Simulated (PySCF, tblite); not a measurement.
# C₅H₆F₃P: dynamics, then NMR shifts on frames, part 2 of 2

tblite 0.8.0 and PySCF 2.14.0. Atoms count from 0. Earlier steps stand in the parts before.

### Step 5. Shielding tensors: 625 fs, PBE0/pcSseg-1

What the job is given:

```
{"job": {"kind": "nmr", "xc": "PBE0", "basis": "pcSseg-1", "pop": false}, "charge": 0, "multiplicity": 1}
C      2.635500     0.546800     0.109000
C      1.514000     0.182200    -0.135800
C      0.295100    -0.588300    -0.240800
P     -0.881900     0.318000     0.901600
C     -0.951100     1.918900    -0.111800
C     -2.487300    -0.459200     0.154800
F     -3.531500     0.219400     0.726000
F     -2.602400    -0.260600    -1.162400
F     -2.560300    -1.764100     0.461100
H      3.600200     0.913500     0.321100
H      0.457000    -1.596400     0.219800
H      0.052600    -0.736000    -1.259400
H      0.046900     2.167500    -0.506600
H     -1.402800     2.649300     0.533400
H     -1.683900     1.773300    -0.908900
```

Method: GIAO PBE0/pcSseg-1 NMR shielding, non-relativistic, gas phase.

Standard output:

```text
coarse grid: 14032 points
cycle   1  E = -834.0027961666  dE =  1.193e+00  |g| = 9.249e-01  |ddm| = 3.609e+00
cycle   2  E = -833.8233330885  dE =  1.795e-01  |g| = 1.413e+00  |ddm| = 1.480e+00
cycle   3  E = -834.1606692280  dE = -3.373e-01  |g| = 7.640e-02  |ddm| = 9.228e-01
cycle   4  E = -834.1616287568  dE = -9.595e-04  |g| = 4.312e-02  |ddm| = 1.124e-01
cycle   5  E = -834.1619283061  dE = -2.995e-04  |g| = 2.329e-02  |ddm| = 4.923e-02
cycle   6  E = -834.1620515753  dE = -1.233e-04  |g| = 5.714e-03  |ddm| = 2.096e-02
cycle   7  E = -834.1620595427  dE = -7.967e-06  |g| = 1.359e-03  |ddm| = 5.378e-03
final grid: 135016 points
cycle   8  E = -834.2378097589  dE = -5.115e-05  |g| = 8.914e-03  |ddm| = 3.563e-02
cycle   9  E = -834.2378001064  dE =  9.652e-06  |g| = 1.163e-02  |ddm| = 1.500e-02
cycle  10  E = -834.2378273121  dE = -2.721e-05  |g| = 9.056e-04  |ddm| = 8.353e-03
cycle  11  E = -834.2378274496  dE = -1.375e-07  |g| = 3.347e-04  |ddm| = 1.142e-03
cycle  12  E = -834.2378274666  dE = -1.702e-08  |g| = 1.386e-04  |ddm| = 3.580e-04
cycle  13  E = -834.2378274704  dE = -3.769e-09  |g| = 6.117e-05  |ddm| = 1.576e-04
cycle  14  E = -834.2378274713  dE = -8.836e-10  |g| = 1.171e-05  |ddm| = 5.092e-05
converged SCF energy = -834.2378274713

GIAO shielding tensors (ppm)
atom      isotropic    diamagn.    paramagn.     s11        s22        s33       span
  0 C      105.220     258.604    -153.384     24.459     34.457    256.745    232.287
  1 C      101.193     265.697    -164.504      0.998      8.779    293.803    292.806
  2 C      169.716     249.777     -80.060    153.107    172.854    183.188     30.081
  3 P      349.515     964.662    -615.147    244.742    380.590    423.214    178.472
  4 C      174.396     252.307     -77.911    156.954    174.467    191.766     34.812
  5 C       41.618     256.717    -215.099     34.581     36.812     53.460     18.879
  6 F      234.679     472.522    -237.842    140.620    231.564    331.854    191.235
  7 F      260.322     475.203    -214.880    181.662    267.332    331.974    150.312
  8 F      250.483     474.402    -223.919    166.076    262.321    323.050    156.974
  9 H       30.055      33.215      -3.160     24.523     24.803     40.840     16.317
 10 H       28.010      28.967      -0.957     22.417     27.233     34.379     11.962
 11 H       29.920      30.586      -0.666     24.604     30.084     35.073     10.468
 12 H       29.317      29.465      -0.148     23.512     29.086     35.352     11.840
 13 H       30.503      29.269       1.234     25.966     27.471     38.072     12.107
 14 H       29.661      30.195      -0.534     24.174     30.195     34.613     10.439
```

Wall time 25 s (1 thread of Arm Neoverse V1, shared host); peak memory 0.85 GiB.

Key values: δ C5 145.3, C1 85.7, C0 81.7, C2 17.2, H10 3.71, H12 2.40 ppm.

### Step 6. Shielding tensors: 800 fs, PBE0/pcSseg-1

What the job is given:

```
{"job": {"kind": "nmr", "xc": "PBE0", "basis": "pcSseg-1", "pop": false}, "charge": 0, "multiplicity": 1}
C      2.577100    -0.269900     1.596000
C      1.633300    -0.324900     0.879700
C      0.597800    -0.120600    -0.129500
P     -0.988500     0.324900     0.775200
C     -1.177500     2.016300     0.000300
C     -2.314400    -0.542700    -0.279100
F     -3.451600    -0.437300     0.447700
F     -2.548200    -0.001000    -1.496500
F     -2.264500    -1.893000    -0.476500
H      3.437400    -0.304900     2.172600
H      0.529000    -1.011000    -0.750900
H      0.945800     0.643200    -0.827200
H     -0.531400     2.666600     0.622100
H     -2.172500     2.354200     0.187400
H     -0.882800     1.990300    -1.077300
```

Method: GIAO PBE0/pcSseg-1 NMR shielding, non-relativistic, gas phase.

Standard output:

```text
coarse grid: 14032 points
cycle   1  E = -833.9927259175  dE =  1.193e+00  |g| = 9.469e-01  |ddm| = 3.591e+00
cycle   2  E = -833.8003945771  dE =  1.923e-01  |g| = 1.463e+00  |ddm| = 1.592e+00
cycle   3  E = -834.1571887127  dE = -3.568e-01  |g| = 8.809e-02  |ddm| = 9.875e-01
cycle   4  E = -834.1583596889  dE = -1.171e-03  |g| = 5.543e-02  |ddm| = 1.448e-01
cycle   5  E = -834.1589177376  dE = -5.580e-04  |g| = 2.853e-02  |ddm| = 5.759e-02
cycle   6  E = -834.1591127012  dE = -1.950e-04  |g| = 4.033e-03  |ddm| = 2.220e-02
cycle   7  E = -834.1591166773  dE = -3.976e-06  |g| = 1.196e-03  |ddm| = 5.695e-03
final grid: 135016 points
cycle   8  E = -834.2349925539  dE = -4.871e-05  |g| = 9.217e-03  |ddm| = 3.092e-02
cycle   9  E = -834.2349820653  dE =  1.049e-05  |g| = 1.202e-02  |ddm| = 1.550e-02
cycle  10  E = -834.2350113327  dE = -2.927e-05  |g| = 1.155e-03  |ddm| = 8.499e-03
cycle  11  E = -834.2350115591  dE = -2.264e-07  |g| = 5.483e-04  |ddm| = 1.307e-03
cycle  12  E = -834.2350116212  dE = -6.203e-08  |g| = 2.175e-04  |ddm| = 5.242e-04
cycle  13  E = -834.2350116318  dE = -1.066e-08  |g| = 4.332e-05  |ddm| = 1.955e-04
cycle  14  E = -834.2350116322  dE = -3.838e-10  |g| = 1.149e-05  |ddm| = 5.037e-05
converged SCF energy = -834.2350116322

GIAO shielding tensors (ppm)
atom      isotropic    diamagn.    paramagn.     s11        s22        s33       span
  0 C      107.496     256.848    -149.352     32.616     39.623    250.249    217.632
  1 C      102.471     263.443    -160.972     -0.306     10.867    296.852    297.158
  2 C      167.113     250.505     -83.392    146.916    167.167    187.256     40.340
  3 P      339.691     964.006    -624.314    240.288    366.875    411.911    171.623
  4 C      167.170     252.551     -85.381    149.301    169.339    182.871     33.570
  5 C       41.159     247.573    -206.414     30.379     39.490     53.609     23.230
  6 F      224.667     471.553    -246.886    135.051    215.645    323.304    188.254
  7 F      240.420     474.243    -233.823    149.786    246.702    324.772    174.986
  8 F      232.379     474.122    -241.743    133.947    224.264    338.925    204.978
  9 H       30.573      33.552      -2.979     25.281     25.403     41.034     15.753
 10 H       28.856      29.708      -0.852     23.263     29.517     33.787     10.524
 11 H       29.439      30.817      -1.378     24.404     29.969     33.944      9.540
 12 H       29.418      29.198       0.220     25.324     27.187     35.743     10.418
 13 H       30.511      28.813       1.699     25.649     28.303     37.582     11.933
 14 H       29.182      29.404      -0.221     25.666     27.315     34.567      8.901
```

It took 25 s on 1 thread of Arm Neoverse V1, shared host; peak memory 0.82 GiB.

This run: δ C5 145.8, C1 84.5, C0 79.4, C2 19.8, H10 2.86, H14 2.53 ppm.

### Step 7. NMR shieldings: 1000 fs, PBE0/pcSseg-1

What the job is given:

```
{"job": {"kind": "nmr", "xc": "PBE0", "basis": "pcSseg-1", "pop": false}, "charge": 0, "multiplicity": 1}
C      2.478100    -0.027400     1.862600
C      1.546100    -0.119500     1.087000
C      0.444500    -0.676100     0.367000
P     -1.063600     0.348000     0.711900
C     -0.615200     1.915500    -0.191400
C     -2.117300    -0.389300    -0.675400
F     -3.352900    -0.059600    -0.339400
F     -1.991600     0.093400    -1.904900
F     -2.057800    -1.749100    -0.663100
H      3.155300     0.208900     2.623400
H      0.245500    -1.701900     0.672400
H      0.762800    -0.729800    -0.712700
H      0.188100     2.365700     0.392800
H     -1.459300     2.561200    -0.158900
H     -0.209900     1.786000    -1.211200
```

Method: GIAO PBE0/pcSseg-1 NMR shielding, non-relativistic, gas phase.

Standard output:

```text
coarse grid: 14032 points
cycle   1  E = -834.0129261923  dE =  1.295e+00  |g| = 9.114e-01  |ddm| = 3.615e+00
cycle   2  E = -833.8628170651  dE =  1.501e-01  |g| = 1.346e+00  |ddm| = 1.445e+00
cycle   3  E = -834.1626058206  dE = -2.998e-01  |g| = 7.976e-02  |ddm| = 8.869e-01
cycle   4  E = -834.1633610716  dE = -7.553e-04  |g| = 5.676e-02  |ddm| = 1.201e-01
cycle   5  E = -834.1639738795  dE = -6.128e-04  |g| = 2.772e-02  |ddm| = 5.809e-02
cycle   6  E = -834.1641586697  dE = -1.848e-04  |g| = 4.369e-03  |ddm| = 2.322e-02
cycle   7  E = -834.1641633647  dE = -4.695e-06  |g| = 1.135e-03  |ddm| = 5.045e-03
final grid: 135016 points
cycle   8  E = -834.2378507999  dE = -4.216e-05  |g| = 8.857e-03  |ddm| = 3.181e-02
cycle   9  E = -834.2378419060  dE =  8.894e-06  |g| = 1.127e-02  |ddm| = 1.542e-02
cycle  10  E = -834.2378686079  dE = -2.670e-05  |g| = 1.163e-03  |ddm| = 8.798e-03
cycle  11  E = -834.2378688381  dE = -2.302e-07  |g| = 5.173e-04  |ddm| = 1.361e-03
cycle  12  E = -834.2378688932  dE = -5.519e-08  |g| = 2.189e-04  |ddm| = 4.798e-04
cycle  13  E = -834.2378689038  dE = -1.057e-08  |g| = 4.324e-05  |ddm| = 1.777e-04
cycle  14  E = -834.2378689042  dE = -3.618e-10  |g| = 9.837e-06  |ddm| = 5.082e-05
converged SCF energy = -834.2378689042

GIAO shielding tensors (ppm)
atom      isotropic    diamagn.    paramagn.     s11        s22        s33       span
  0 C      102.610     260.518    -157.908     15.831     35.983    256.014    240.183
  1 C       99.133     263.141    -164.008     -6.609      8.514    295.494    302.104
  2 C      168.160     249.216     -81.057    155.904    169.146    179.428     23.524
  3 P      358.404     964.112    -605.708    264.670    356.960    453.583    188.912
  4 C      176.226     252.193     -75.967    166.694    170.765    191.220     24.526
  5 C       47.761     248.996    -201.235     38.540     45.854     58.889     20.348
  6 F      238.638     471.217    -232.579    159.013    243.740    313.160    154.147
  7 F      257.490     473.830    -216.341    181.906    268.360    322.203    140.297
  8 F      245.445     475.562    -230.117    147.334    247.339    341.663    194.328
  9 H       30.128      33.028      -2.900     24.483     24.981     40.919     16.436
 10 H       28.595      29.347      -0.753     22.497     28.989     34.298     11.802
 11 H       28.402      29.548      -1.146     22.877     28.997     33.332     10.454
 12 H       30.207      29.745       0.463     25.285     28.521     36.816     11.531
 13 H       30.895      29.270       1.626     26.221     27.853     38.612     12.391
 14 H       29.817      29.988      -0.171     25.769     27.948     35.734      9.965
```

Run time: 26 s. Hardware: 1 thread of Arm Neoverse V1, shared host; peak memory 0.86 GiB.

In short: δ C5 139.2, C1 87.8, C0 84.3, C2 18.8, H11 3.31, H10 3.12 ppm.

### Step 8. Side by side: NMR shifts

Shifts (ppm) of some atoms, chosen among heavy atoms and hydrogens apart, with basis size and wall time:

```
  frame    C4   H10   H11     P3     F8     F6     F7  functions  time
 250 fs   7.7  3.77  2.32  -45.4  -66.2  -78.4  -82.9        190  25 s
 425 fs   3.0  5.55  3.98  -30.6  -67.6  -50.0  -77.7        190  25 s
 625 fs  12.5  3.71  1.80  -31.1  -79.5  -63.7  -89.4        190  25 s
 800 fs  19.8  2.86  2.28  -21.3  -61.4  -53.7  -69.5        190  25 s
1000 fs  10.7  3.12  3.31  -40.0  -74.5  -67.7  -86.5        190  26 s
```

### Step 9. Outcome

What follows sums up all 2 parts.

| quantity | value |
| --- | --- |
| thermostat | 300 K |
| mean temperature, second half | 302 K |
| mean potential energy above the minimum | 0.49 eV |
| ¹³C shifts against TMS (PBE0/pcSseg-1, 250 fs) | 144.8, 82.8, 78.0, 17.7, 7.7 ppm |
| ¹H shifts against TMS (PBE0/pcSseg-1, 250 fs) | 3.77, 2.34, 2.32, 1.60, 1.41, 0.88 ppm |
| ³¹P shifts against H3PO4 (PBE0/pcSseg-1, 250 fs) | -45.4 ppm |
| ¹⁹F shifts against CFCl3 (PBE0/pcSseg-1, 250 fs) | -66.2, -78.4, -82.9 ppm |
| range of the shift of F6 | -78.4 to -50.0 ppm |

In the second half the potential energy averages 0.49 eV above the minimum; equipartition over 39 harmonic modes at 300 K would give 0.50 eV. With 15 atoms the temperature swings widely (93 to 424 K). Shifts at one fixed geometry are not the observed spectrum, which averages over the motion. In the first frame run (250 fs): Shielding is most anisotropic at C1 (span 288 ppm, paramagnetic term -156 ppm). Across the 5 runs the shift of F6 moves most, between -78.4 (250 fs) and -50.0 ppm (425 fs).
